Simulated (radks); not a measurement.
# S in [Ne] 3s2 3p4: an all-electron calculation

The task here is to estimate one member of a computed series from the others.

Method: scalar-relativistic Kohn-Sham, XLYP, spin-polarised, spherical densities, point nucleus; open shells are filled with parallel spins first. Code: radks (a radial shooting solver on a logarithmic mesh, Libxc functionals) version 1.

## Starting point

```
element       : sulfur (Z = 16)
charge        : 0
electrons     : 16
configuration : [Ne] 3s2 3p4
```

The outer shells:

S
```
[Ne] core
3s [↑↓]
3p [↑↓][↑ ][↑ ]
```

The first run:

The run's settings:

```text
Z 16
configuration [Ne] 3s2 3p4 4s0 3d0
relativity scalar-relativistic
functional xlyp
spin polarised
nucleus point
c 137.035999084
```

One of the session's tables, all rows but one given; the rest of the session is left out.

It belongs to the step «Shells». Radial moments (bohr):

```
  level      <r>  outermost maximum (interpolated)  90 % within  nodes
  1s up  0.09686                            0.0633        0.173      0
1s down  0.09685                            0.0633        0.173      0
  2s up   0.4794                             0.388        0.752      1
2s down   0.4794                             0.388        0.752      1
  2p up   0.4427                             0.325        0.738      0
2p down   0.4427                             0.325        0.738      0
  3s up    1.684                              1.41         2.56      2
3s down    1.701                              1.40         2.60      2
  3p up        ?                                 ?            ?      ?
3p down    2.142                              1.61         3.46      1
```

**Question.** Estimate the row for 3p up.

**Answer.** <r>: 2.047; outermost maximum (interpolated): 1.59; 90 % within: 3.25; nodes: 1. In the column «<r>» it lies between 3s down (1.701) and 3p down (2.142).

Limits of these values: Open shells are spherical and high-spin; term and fine-structure splittings are not resolved.
